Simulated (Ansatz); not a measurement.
**MnO2 (P4_2/mnm): equation of state**

One table from this session's results is given with a row withheld; the runs are named, their logs left out.

Method: DFT r²SCAN, scalar-relativistic, plane waves, PAW, in Ansatz 0.2.0.

## The structure to begin with

The structure is tetragonal, space group P4_2/mnm (No. 136). Conventional cell: a = 4.383 Å, b = 4.383 Å, c = 2.861 Å, α = 90.00°, β = 90.00°, γ = 90.00°. Around Mn (site symmetry mmm) lie 6 O at 1.87 to 1.89 Å. O (site symmetry m2m) has 3 Mn at 1.87 to 1.89 Å as nearest neighbours.

Structure file:

```cif
data_structure
_symmetry_space_group_name_H-M 'P 1'
_symmetry_Int_Tables_number 1
_cell_length_a 4.3833
_cell_length_b 4.3833
_cell_length_c 2.8610
_cell_angle_alpha 90.000
_cell_angle_beta 90.000
_cell_angle_gamma 90.000
_cell_volume 54.97
loop_
_atom_site_label
_atom_site_type_symbol
_atom_site_fract_x
_atom_site_fract_y
_atom_site_fract_z
_atom_site_occupancy
Mn1 Mn 0.00000 0.00000 0.00000 1
Mn2 Mn 0.50000 0.50000 0.50000 1
O1 O 0.30476 0.30476 0.00000 1
O2 O 0.19524 0.80476 0.50000 1
O3 O 0.69524 0.69524 0.00000 1
O4 O 0.80476 0.19524 0.50000 1
```

This cell comes from an earlier session at r²SCAN: 9.162 Å³/atom at 0.01 GPa, on a 6×6×10 mesh. The large moments point both ways and cancel.

Volume factors to run: 0.980, 1.020, 0.960, 1.040.

The first run:

Contents of input.yaml:

```yaml
crystal:
  lattice:
    - [4.3538485319, -1.0e-10, 0.0]
    - [-1.0e-10, 4.3538485319, 0.0]
    - [0.0, 0.0, 2.8418406474]
  atoms:
    - { symbol: Mn, position: [0.0, 0.0, 0.0], spin: 2.64 }
    - { symbol: Mn, position: [0.5, 0.5, 0.5], spin: -2.64 }
    - { symbol: O, position: [0.3047636711, 0.3047636711, 0.0] }
    - { symbol: O, position: [0.1952363289, 0.8047636711, 0.5] }
    - { symbol: O, position: [0.6952363289, 0.6952363289, 0.0] }
    - { symbol: O, position: [0.8047636711, 0.1952363289, 0.5] }
basis:
  ecutwfc: 500
  ecutrho_ratio: 4
kpoints:
  mp_grid: { grid: [6, 6, 10] }
hamiltonian:
  xc: r2scan
scf:
  occupations: { method: gaussian, width: 0.05 }
output:
  forces: true
  stress: true
  eigenvalues: true
  populations: true
magnetization:
  spin_polarized: true
relax:
  f_tol: 0.01
  max_steps: 40
  cell: { stress_tol: 0.1, fix: [volume] }
```

On the command line:

```
> ansatz run input.yaml --threads 4 --pin off --max-ram 10240MiB --backend cpu --events-out ev --progress --plain --runs-dir out
```

Steps of the session up to this table: Volume × 0.980; Scaling the volume by 1.020; Scaling the volume by 0.960; Scaling the volume by 1.040.

One of the session's tables, all rows but one given; the rest of the session is left out.

It belongs to the step «The fit». 

```
volume (Å³/atom)  energy (meV/atom)  pressure (GPa)  gap (eV)  moment of atom 1 (μB)
           8.795              12.69           11.53      0.34                   2.35
           8.978                  ?               ?         ?                      ?
           9.162               0.00            0.01      0.38                   2.40
           9.345               2.81           -4.82      0.39                   2.42
           9.528              10.83           -9.11      0.38                   2.44
```

Estimate the missing values for volume (Å³/atom) = 8.978.

Worked estimate for «energy (meV/atom)». A straight line through the neighbours (8.795, 12.69) and (9.162, 0.00) gives 12.69 + (0.00 − 12.69) × (8.978 − 8.795) / (9.162 − 8.795) = 6.36; a parabola fitted to 3 rows on both sides gives 3.31.

The run gave: energy (meV/atom): 3.05; pressure (GPa): 5.44; gap (eV): 0.36; moment of atom 1 (μB): 2.37. In «energy (meV/atom)» the line misses by +3.31 and the parabola by +0.26.

Limits of these values: Warnings in the runs' records: stability check not made.
